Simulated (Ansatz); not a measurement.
The system is Ba2Tl5V3O12.

```xyz
22
Lattice="10.9746 0.0000 0.0000 0.0000 10.9746 0.0000 0.0000 0.0000 6.6040" Properties=species:S:1:pos:R:3 pbc="T T T"
Ba    0.0000    5.4873    0.0000
Ba    5.4873    0.0000    0.0000
V     5.4873    5.4873    0.0000
V     5.4873    0.0000    3.3020
V     0.0000    5.4873    3.3020
Tl    5.4873    5.4873    3.3020
Tl    7.8205    3.1541    2.6567
Tl    3.1541    7.8205    2.6567
Tl    7.8205    7.8205    3.9473
Tl    3.1541    3.1541    3.9473
O     4.5066    6.4680    1.0415
O     6.4680    4.5066    1.0415
O     6.4680    6.4680    5.5625
O     4.5066    4.5066    5.5625
O     6.4378    0.9405    2.2043
O     4.5368    0.9405    4.3997
O     6.4378   10.0340    4.3997
O     4.5368   10.0340    2.2043
O     0.9405    6.4378    2.2043
O     0.9405    4.5368    4.3997
O    10.0340    6.4378    4.3997
O    10.0340    4.5368    2.2043
```

The cell was built by a generator and needn't be a form met in nature.

```yaml
Program: Ansatz 0.2.0
Task: relaxation of cell and atoms
Functional: r2SCAN
Dispersion: D4
Potentials_or_basis: Ansatz PAW
Cutoff: "500 eV (not typed: the program's choice for these potentials)"
k_mesh: 2 × 2 × 3
Occupations: fermi-dirac, width 0.05 eV
Spin: collinear spin, ferromagnetic start
Starting_moments: "[0.0, 0.0, 2.0, 2.0, 2.0, 0.0, 0.0, 0.0, 0.0, 0.0, 0.0, 0.0, 0.0, 0.0, 0.0, 0.0, 0.0, 0.0, 0.0, 0.0, 0.0, 0.0] μB"
```

At the start: volume 36.15 Å³/atom.

**Question.** Where does the relaxation end?

**Answer.** It ends after 7 steps and the volume is 33.52 Å³/atom (-7.3 %); space group P-42m (No. 111, to 0.05 Å); moment 0.00 μB per cell.

The path:
| step | energy change (eV) | largest force (eV/Å) | volume (Å³) |
| --- | --- | --- | --- |
| 1 | 0.0000 | 0.4263 | 795.39 |
| 2 | -0.1398 | 0.2895 | 748.93 |
| 3 | -0.1788 | 0.1202 | 750.10 |
| 4 | -0.1930 | 0.0932 | 736.39 |
| 5 | -0.1965 | 0.0182 | 736.80 |
| 6 | -0.1966 | 0.0028 | 737.50 |
| 7 | -0.1860 | 0.0029 | 737.50 |

Final structure:
```
Ba V Tl O
1.0
    10.59661    0.00000    0.00000
     0.00000   10.59661    0.00000
     0.00000    0.00000    6.56792
Ba V Tl O
2 3 5 12
Direct
  0.00000 0.50000 0.00000
  0.50000 0.00000 0.00000
  0.50000 0.50000 0.00000
  0.50000 0.00000 0.50000
  0.00000 0.50000 0.50000
  0.50000 0.50000 0.50000
  0.71010 0.28990 0.43385
  0.28990 0.71010 0.43385
  0.71010 0.71010 0.56615
  0.28990 0.28990 0.56615
  0.40816 0.59184 0.15826
  0.59184 0.40816 0.15826
  0.59184 0.59184 0.84174
  0.40816 0.40816 0.84174
  0.58930 0.08805 0.33500
  0.41070 0.08805 0.66500
  0.58930 0.91195 0.66500
  0.41070 0.91195 0.33500
  0.08805 0.58930 0.33500
  0.08805 0.41070 0.66500
  0.91195 0.58930 0.66500
  0.91195 0.41070 0.33500
```

Caveat: the magnetic or orbital state may not be the lowest; the plane-wave basis is chosen anew once the cell has moved, so the energies of steps on either side of that aren't comparable; the PAW data sets come from PBE, with cores solved anew for the run's functional, which leaves a small shift of forces and pressure; the starting moments weren't kept.
